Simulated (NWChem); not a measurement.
# Si2H4O2F2 (SMILES O[SiH2][Si](O)(F)F): levels of theory compared

We compute a comparison of 5 runs (HF/STO-3G, HF/3-21G, B3LYP/6-31G*, B2PLYP/pcseg-1) of Si2H4O2F2. 

The results are computed with NWChem 7.3.0.

## Step 1: The structure to begin with

Si2H4O2F2 has 10 atoms, charge 0, and is taken as a singlet. SMILES: `O[SiH2][Si](O)(F)F`. The shape is that of a PBE0-D4/def2-TZVP optimisation. This is one conformer, not always the lowest.

Bond lengths: O1–Si2 1.649 Å, Si2–Si3 2.342 Å, Si3–O4 1.622 Å, Si3–F5 1.597 Å, Si3–F6 1.593 Å, O1–H7 0.958 Å, Si2–H8 1.489 Å, Si2–H9 1.481 Å, O4–H10 0.959 Å. Some angles: O1–Si2–Si3 110.5°, Si2–Si3–O4 109.9°, Si2–Si3–F5 109.4°, Si2–Si3–F6 113.2°, O4–Si3–F5 110.4°, O4–Si3–F6 109.7°, F5–Si3–F6 104.1°, O1–Si2–H8 112.3°, O1–Si2–H9 106.4°, Si3–Si2–H8 107.8°.

## Step 2: Energy and forces at HF/STO-3G (run 1)

run.py reads:

```python
from ase import Atoms
from ase.calculators.nwchem import NWChem

system = Atoms(['O', 'Si', 'Si', 'O', 'F', 'F', 'H', 'H', 'H', 'H'], positions=[
    [-0.797000, -1.696000, 1.507100],
    [0.439200, -1.062100, 0.618700],
    [-0.219700, 0.946100, -0.389700],
    [0.874500, 1.390800, -1.500900],
    [-1.654300, 0.755800, -1.065000],
    [-0.436700, 2.129600, 0.654000],
    [-1.637600, -1.838300, 1.069500],
    [0.890200, -1.985000, -0.459500],
    [1.554700, -0.824700, 1.563700],
    [0.812000, 2.244300, -1.934500],
])

calc = NWChem(
    label='sp',
    theory='scf',
    memory='2200 mb',
    basis='STO-3G',
    basispar='spherical bse',
    scf={'nopen': '0', 'rhf': None, 'thresh': '1e-08', 'maxiter': '80'},
)
system.calc = calc

forces = system.get_forces()
print(f"energy = {system.get_potential_energy():.6f} eV")
print("forces (eV/A):")
for s, f in zip(system.symbols, forces):
    print(f"{s:2s} {f[0]:10.5f} {f[1]:10.5f} {f[2]:10.5f}")
print("dipole (e A):", system.get_dipole_moment().round(4))
```

Run with:

```bash
$ export ASE_NWCHEM_COMMAND="nwchem PREFIX.nwi > PREFIX.nwo"
$ python run.py
```

Output:

```text
energy = -24962.865630 eV
forces (eV/A):
O     0.68643   -0.47051    2.11484
Si    1.65281    0.93701   -1.71734
Si    0.19258   -1.67286    1.09889
O     1.21695   -1.20904   -0.27783
F    -0.45509    0.12958   -0.39554
F    -0.05199    0.62020    0.32524
H    -0.94874   -0.00910   -1.25897
H    -0.47457    0.89351    1.26925
H    -1.20019   -0.35990   -0.95640
H    -0.61820    1.14116   -0.20214
dipole (e A): [ 0.0178  0.0231 -0.2259]
```

The calculator wrote sp.nwi:

```
title "sp"

permanent_dir sp

scratch_dir sp

start sp

geometry units angstrom nocenter noautosym noautoz
  O  -7.9700000000000004e-01 -1.6960000000000000e+00 1.5071000000000001e+00
  Si 4.3919999999999998e-01 -1.0621000000000000e+00 6.1870000000000003e-01
  Si -2.1970000000000001e-01 9.4610000000000005e-01 -3.8969999999999999e-01
  O  8.7450000000000006e-01 1.3908000000000000e+00 -1.5008999999999999e+00
  F  -1.6543000000000001e+00 7.5580000000000003e-01 -1.0649999999999999e+00
  F  -4.3669999999999998e-01 2.1295999999999999e+00 6.5400000000000003e-01
  H  -1.6375999999999999e+00 -1.8383000000000000e+00 1.0694999999999999e+00
  H  8.9019999999999999e-01 -1.9850000000000001e+00 -4.5950000000000002e-01
  H  1.5547000000000000e+00 -8.2469999999999999e-01 1.5637000000000001e+00
  H  8.1200000000000006e-01 2.2443000000000000e+00 -1.9345000000000001e+00
end

memory 2200 mb

basis spherical bse noprint
   * library STO-3G
end

scf
  nopen 0
  rhf
  thresh 1e-08
  maxiter 80
end

task scf gradient
```

sp.nwo:

```text
Northwest Computational Chemistry Package (NWChem) 7.3.0
             --------------------------------------------------------

           Job information
           ---------------

    nwchem branch   = 7.3.0
    use scalapack   = T
    input           = sp.nwi
    prefix          = sp.
    data base       = sp/sp.db
    status          = startup
    nproc           =        1

           Memory information
           ------------------

    heap     =     72089594 doubles =      550.0 Mbytes
    stack    =     72089599 doubles =      550.0 Mbytes
    global   =    144179200 doubles =     1100.0 Mbytes (distinct from heap & stack)
    total    =    288358393 doubles =     2200.0 Mbytes
    verify   = yes
    hardfail = no

[... 138 lines left out ...]
 Convergence threshold     :          1.000E-08
[... 12 lines left out ...]
       Final RHF  results
[... 3 lines left out ...]
      One-electron energy =  -2087.259103703603
[... 1 line left out ...]
 Nuclear repulsion energy =    403.124119894643
[... 50 lines left out ...]
                       ROHF Final Molecular Orbital Analysis
[... 260 lines left out ...]
                         RHF ENERGY GRADIENTS

    atom               coordinates                        gradient
                 x          y          z           x          y          z
   1 O      -1.506112  -3.204975   2.848006   -0.013349   0.009150  -0.041127
   2 Si      0.829968  -2.007078   1.169173   -0.032142  -0.018222   0.033397
   3 Si     -0.415173   1.787870  -0.736426   -0.003745   0.032532  -0.021370
[... 6 lines of this table left out ...]
  10 H       1.534458   4.241112  -3.655675    0.012022  -0.022192   0.003931

                 ----------------------------------------
                 |  Time  |  1-e(secs)   |  2-e(secs)   |
                 ----------------------------------------
                 |  CPU   |       0.00   |       0.39   |
                 ----------------------------------------
                 |  WALL  |       0.00   |       0.39   |
                 ----------------------------------------

 Task  times  cpu:        2.4s     wall:        2.4s
 Total times  cpu:        2.4s     wall:        2.4s
```

Run time: 3.6 s. Hardware: 1 thread of Intel Xeon 6975P-C (Granite Rapids), shared host; peak memory 0.097 GiB.

## Step 3: Energy and gradient at HF/3-21G (run 2)

input.xyz reads:

```xyz
10
F2H4O2Si2
O     -0.797000    -1.696000     1.507100
Si     0.439200    -1.062100     0.618700
Si    -0.219700     0.946100    -0.389700
O      0.874500     1.390800    -1.500900
F     -1.654300     0.755800    -1.065000
F     -0.436700     2.129600     0.654000
H     -1.637600    -1.838300     1.069500
H      0.890200    -1.985000    -0.459500
H      1.554700    -0.824700     1.563700
H      0.812000     2.244300    -1.934500
```

run.py reads:

```python
from ase.io import read
from ase.calculators.nwchem import NWChem

atoms = read('input.xyz')

calc = NWChem(
    label='input',
    theory='scf',
    memory='2200 mb',
    basis='3-21G',
    basispar='spherical bse',
    scf={'nopen': '0', 'rhf': None, 'thresh': '1e-08', 'maxiter': '80'},
)
atoms.calc = calc

forces = atoms.get_forces()
e = atoms.get_potential_energy()
print(f"E = {e:.6f} eV")
print("forces (eV/A):")
for s, f in zip(atoms.symbols, forces):
    print(f"{s:2s} {f[0]:10.5f} {f[1]:10.5f} {f[2]:10.5f}")
print("dipole (e A):", atoms.get_dipole_moment().round(4))
```

Run with:

```bash
$ export ASE_NWCHEM_COMMAND="nwchem PREFIX.nwi > PREFIX.nwo"
$ python run.py
```

Output:

```text
E = -25143.957481 eV
forces (eV/A):
O    -0.98808   -0.29002    0.30550
Si    1.49762    0.53777   -0.56775
Si    0.69780   -2.17736    0.98936
O     0.16512    0.62313   -0.42254
F    -1.00376    0.09446   -0.54410
F    -0.19561    1.02901    0.59480
H    -0.51674   -0.26436    0.28735
H    -0.02252    0.17982    0.00720
H    -0.05219    0.10907   -0.19288
H     0.41837    0.15848   -0.45689
dipole (e A): [ 0.0659  0.0643 -0.3944]
```

The calculator wrote input.nwi:

```
title "input"

permanent_dir input

scratch_dir input

start input

geometry units angstrom nocenter noautosym noautoz
  O  -7.9700000000000004e-01 -1.6960000000000000e+00 1.5071000000000001e+00
  Si 4.3919999999999998e-01 -1.0621000000000000e+00 6.1870000000000003e-01
  Si -2.1970000000000001e-01 9.4610000000000005e-01 -3.8969999999999999e-01
  O  8.7450000000000006e-01 1.3908000000000000e+00 -1.5008999999999999e+00
  F  -1.6543000000000001e+00 7.5580000000000003e-01 -1.0649999999999999e+00
  F  -4.3669999999999998e-01 2.1295999999999999e+00 6.5400000000000003e-01
  H  -1.6375999999999999e+00 -1.8383000000000000e+00 1.0694999999999999e+00
  H  8.9019999999999999e-01 -1.9850000000000001e+00 -4.5950000000000002e-01
  H  1.5547000000000000e+00 -8.2469999999999999e-01 1.5637000000000001e+00
  H  8.1200000000000006e-01 2.2443000000000000e+00 -1.9345000000000001e+00
end

memory 2200 mb

basis spherical bse noprint
   * library 3-21G
end

scf
  nopen 0
  rhf
  thresh 1e-08
  maxiter 80
end

task scf gradient
```

input.nwo:

```text
Northwest Computational Chemistry Package (NWChem) 7.3.0
             --------------------------------------------------------

           Job information
           ---------------

    nwchem branch   = 7.3.0
    use scalapack   = T
    input           = input.nwi
    prefix          = input.
    data base       = input/input.db
    status          = startup
    nproc           =        1

           Memory information
           ------------------

    heap     =     72089594 doubles =      550.0 Mbytes
    stack    =     72089599 doubles =      550.0 Mbytes
    global   =    144179200 doubles =     1100.0 Mbytes (distinct from heap & stack)
    total    =    288358393 doubles =     2200.0 Mbytes
    verify   = yes
    hardfail = no

[... 138 lines left out ...]
 Convergence threshold     :          1.000E-08
[... 13 lines left out ...]
       Final RHF  results
[... 3 lines left out ...]
      One-electron energy =  -2087.602966065613
[... 1 line left out ...]
 Nuclear repulsion energy =    403.124119894643
[... 51 lines left out ...]
                       ROHF Final Molecular Orbital Analysis
[... 271 lines left out ...]
                         RHF ENERGY GRADIENTS

    atom               coordinates                        gradient
                 x          y          z           x          y          z
   1 O      -1.506112  -3.204975   2.848006    0.019215   0.005640  -0.005941
   2 Si      0.829968  -2.007078   1.169173   -0.029124  -0.010458   0.011041
   3 Si     -0.415173   1.787870  -0.736426   -0.013570   0.042343  -0.019240
[... 6 lines of this table left out ...]
  10 H       1.534458   4.241112  -3.655675   -0.008136  -0.003082   0.008885

                 ----------------------------------------
                 |  Time  |  1-e(secs)   |  2-e(secs)   |
                 ----------------------------------------
                 |  CPU   |       0.00   |       0.47   |
                 ----------------------------------------
                 |  WALL  |       0.00   |       0.47   |
                 ----------------------------------------

 Task  times  cpu:        3.3s     wall:        3.3s
 Total times  cpu:        3.3s     wall:        3.3s
```

It took 4.5 s on 1 thread of Intel Xeon 6975P-C (Granite Rapids), shared host; peak memory 0.096 GiB.

Run 3 isn't shown in full; the table further down has it.

## Step 4: Energy and forces at B3LYP/6-31G(d) (Cartesian functions) (run 4)

f2h4o2si2.xyz reads:

```xyz
10

O     -0.797000    -1.696000     1.507100
Si     0.439200    -1.062100     0.618700
Si    -0.219700     0.946100    -0.389700
O      0.874500     1.390800    -1.500900
F     -1.654300     0.755800    -1.065000
F     -0.436700     2.129600     0.654000
H     -1.637600    -1.838300     1.069500
H      0.890200    -1.985000    -0.459500
H      1.554700    -0.824700     1.563700
H      0.812000     2.244300    -1.934500
```

run.py reads:

```python
from ase.io import read
from ase.calculators.nwchem import NWChem

system = read('f2h4o2si2.xyz')

calc = NWChem(
    label='f2h4o2si2',
    theory='dft',
    memory='2200 mb',
    basis='6-31G*',
    dft={'xc': 'b3lyp', 'mult': '1', 'grid': 'fine', 'convergence': 'energy 1e-08', 'iterations': '100', 'mulliken': None},
)
system.calc = calc

forces = system.get_forces()
print("Total energy (eV):", round(system.get_potential_energy(), 6))
print("forces (eV/A):")
for s, f in zip(system.symbols, forces):
    print(f"{s:2s} {f[0]:10.5f} {f[1]:10.5f} {f[2]:10.5f}")
print("dipole (e A):", system.get_dipole_moment().round(4))
```

Run with:

```bash
$ export ASE_NWCHEM_COMMAND="nwchem PREFIX.nwi > PREFIX.nwo"
$ python run.py
```

Output:

```text
Total energy (eV): -25353.476529
forces (eV/A):
O    -0.07358   -0.18054    0.58878
Si    0.37770    0.30658   -0.37919
Si    0.14753   -0.63121    0.33825
O     0.58256   -0.23891   -0.29341
F    -0.59948   -0.07950   -0.29732
F    -0.07626    0.52163    0.45838
H    -0.37209   -0.06613   -0.20600
H     0.04695   -0.02257   -0.03636
H     0.02113   -0.01100    0.01188
H    -0.05440    0.40166   -0.18497
dipole (e A): [ 0.0008  0.0454 -0.3077]
```

The calculator wrote f2h4o2si2.nwi:

```
title "f2h4o2si2"

permanent_dir f2h4o2si2

scratch_dir f2h4o2si2

start f2h4o2si2

geometry units angstrom nocenter noautosym noautoz
  O  -7.9700000000000004e-01 -1.6960000000000000e+00 1.5071000000000001e+00
  Si 4.3919999999999998e-01 -1.0621000000000000e+00 6.1870000000000003e-01
  Si -2.1970000000000001e-01 9.4610000000000005e-01 -3.8969999999999999e-01
  O  8.7450000000000006e-01 1.3908000000000000e+00 -1.5008999999999999e+00
  F  -1.6543000000000001e+00 7.5580000000000003e-01 -1.0649999999999999e+00
  F  -4.3669999999999998e-01 2.1295999999999999e+00 6.5400000000000003e-01
  H  -1.6375999999999999e+00 -1.8383000000000000e+00 1.0694999999999999e+00
  H  8.9019999999999999e-01 -1.9850000000000001e+00 -4.5950000000000002e-01
  H  1.5547000000000000e+00 -8.2469999999999999e-01 1.5637000000000001e+00
  H  8.1200000000000006e-01 2.2443000000000000e+00 -1.9345000000000001e+00
end

memory 2200 mb

basis noprint
   * library 6-31G*
end

dft
  xc b3lyp
  mult 1
  grid fine
  convergence energy 1e-08
  iterations 100
  mulliken
end

task dft gradient
```

f2h4o2si2.nwo:

```text
Northwest Computational Chemistry Package (NWChem) 7.3.0
             --------------------------------------------------------

           Job information
           ---------------

    nwchem branch   = 7.3.0
    use scalapack   = T
    input           = f2h4o2si2.nwi
    prefix          = f2h4o2si2.
    data base       = f2h4o2si2/f2h4o2si2.db
    status          = startup
    nproc           =        1

           Memory information
           ------------------

    heap     =     72089594 doubles =      550.0 Mbytes
    stack    =     72089599 doubles =      550.0 Mbytes
    global   =    144179200 doubles =     1100.0 Mbytes (distinct from heap & stack)
    total    =    288358393 doubles =     2200.0 Mbytes
    verify   = yes
    hardfail = no

[... 109 lines left out ...]
  convergence criterion.
[... 41 lines left out ...]
          Spatial weights used:  Erf1
[... 74 lines left out ...]
         Total DFT energy =     -931.723084824674
[... 3 lines left out ...]
 Nuclear repulsion energy =      403.124119894643
[... 808 lines left out ...]
          Convergence on gradient requested:  5.00D-04
[... 28 lines left out ...]
          total energy or number of iterations.
[... 26 lines left out ...]
                         DFT ENERGY GRADIENTS

    atom               coordinates                        gradient
                 x          y          z           x          y          z
   1 O      -1.506112  -3.204975   2.848006    0.001431   0.003511  -0.011450
   2 Si      0.829968  -2.007078   1.169173   -0.007345  -0.005962   0.007374
   3 Si     -0.415173   1.787870  -0.736426   -0.002869   0.012275  -0.006578
[... 6 lines of this table left out ...]
  10 H       1.534458   4.241112  -3.655675    0.001058  -0.007811   0.003597

                 ----------------------------------------
                 |  Time  |  1-e(secs)   |  2-e(secs)   |
                 ----------------------------------------
                 |  CPU   |       0.01   |       3.20   |
                 ----------------------------------------
                 |  WALL  |       0.01   |       3.20   |
                 ----------------------------------------

 Task  times  cpu:       24.6s     wall:       24.6s
 Total times  cpu:       24.6s     wall:       24.6s
```

Run time: 26 s. Hardware: 1 thread of Intel Xeon 6975P-C (Granite Rapids), shared host; peak memory 0.13 GiB.

## Step 5: A single-point energy at B2PLYP/pcseg-1 (run 5)

mol.nw reads:

```
START mol
memory stack 880 mb heap 220 mb global 1100 mb
charge 0

GEOMETRY units bohr noautosym nocenter noautoz
  O   -1.50611172  -3.20497551   2.84800624
  Si   0.82996771  -2.00707812   1.16917355
  Si  -0.41517283   1.78786989  -0.73642627
  O    1.65256550   2.62823109  -2.83628994
  F   -3.12617393   1.42825500  -2.01255832
  F   -0.82524340   4.02436076   1.23588089
  H   -3.09461550  -3.47388353   2.02106209
  H    1.68223420  -3.75110636  -0.86832915
  H    2.93795721  -1.55845713   2.95496474
  H    1.53445761   4.24111234  -3.65567519
END

BASIS "ao basis" spherical bse
  * library pcseg-1
END

DFT
  xc hfexch 0.53 becke88 0.47 lyp 0.73 mp2 0.27
  dftmp2 semidirect
  grid fine
  convergence energy 1e-08
  iterations 100
  mulliken
  noprint "final vectors analysis"
END

MP2
  freeze core 14
END

TASK dft
```

Run with:

```bash
$ nwchem mol.nw > mol.out
```

Output:

```text
[...]
          Wavefunction type:  closed shell.
          No. of atoms     :    10
          No. of electrons :    66
[...]
          Charge           :     0
          Spin multiplicity:     1
[...]
          AO basis - number of functions:   112
[...]
              XC Information
              --------------
                     Hartree-Fock (Exact) Exchange  0.530
                    Becke 1988 Exchange Functional  0.470
              Lee-Yang-Parr Correlation Functional  0.730
[...]
 d= 0,ls=0.0,diis     1   -930.6651248318 -1.33D+03  1.16D-02  1.24D+00     2.3
[...]
 d= 0,ls=0.0,diis    10   -930.7981159516 -5.93D-10  2.52D-07  2.50D-10    18.7
         Total DFT energy =     -930.798115951592
      One electron energy =    -2094.052574689088
           Coulomb energy =      841.004197811925
    Exchange-Corr. energy =      -80.873829790807
 Nuclear repulsion energy =      403.124090716379
[...]
      Total Density - Mulliken Population Analysis
     ---------------------------------------------
    Atom       Charge   Shell Charges
 -----------   ------   -------------------------------------------------------
    1 O    8     8.58   2.00  0.89  0.86  2.98  1.84  0.01
    2 Si  14    13.38   2.00  1.99  0.92  0.23  5.99  1.92  0.09  0.23
    3 Si  14    12.83   2.00  2.00  0.83  0.01  5.99  1.45  0.11  0.44
    4 O    8     8.56   2.00  0.89  0.84  2.99  1.83  0.01
    5 F    9     9.45   2.00  0.94  0.99  3.45  2.07  0.01
    6 F    9     9.45   2.00  0.94  0.99  3.45  2.06  0.01
    7 H    1     0.74   0.67  0.02  0.06
    8 H    1     1.15   0.77  0.37  0.01
    9 H    1     1.13   0.77  0.36  0.01
   10 H    1     0.73   0.66  0.01  0.06
[...]
  Basis functions       =    112
[...]
```

Run time: 23 s. Hardware: 1 thread of Intel Xeon 6975P-C (Granite Rapids), shared host; peak memory 0.45 GiB.

## Step 6: All runs side by side

```
run                               level  iteration cap  module  energy (Eh)  dipole moment (D)  HOMO energy (eV)  LUMO energy (eV)  wall time
  1                           HF/STO-3G             80     scf  -917.368399               1.09             -7.99             10.17      3.6 s
  2                            HF/3-21G             80     scf  -924.023402               1.95            -11.49              3.16      4.5 s
  3  B3LYP/6-31G* (spherical functions)            100     dft  -931.714009               1.49             -7.91             -0.48       24 s
  4  B3LYP/6-31G* (Cartesian functions)            100     dft  -931.723085               1.49             -7.91             -0.51       26 s
  5                      B2PLYP/pcseg-1            100     dft  -931.098149               1.62                 –                 –       23 s
```

## Step 7: Summary of results

```
                       quantity          value
            run 5: total energy  -931.09815 Eh
run 5: dipole moment (SCF part)         1.62 D
```

The dipole moment (its size) runs from 1.09 D (HF/STO-3G) to 1.95 D (HF/3-21G). Over runs 1, 2, 3, 4 the HOMO–LUMO gap runs from 7.40 eV (B3LYP/6-31G*) to 18.15 eV (HF/STO-3G). The two ends differ in method and basis. Totals of different functionals can't be ranked against each other. In run 1 the basis is minimal, so the values are rough. All runs together took 81 s, the longest 26 s.
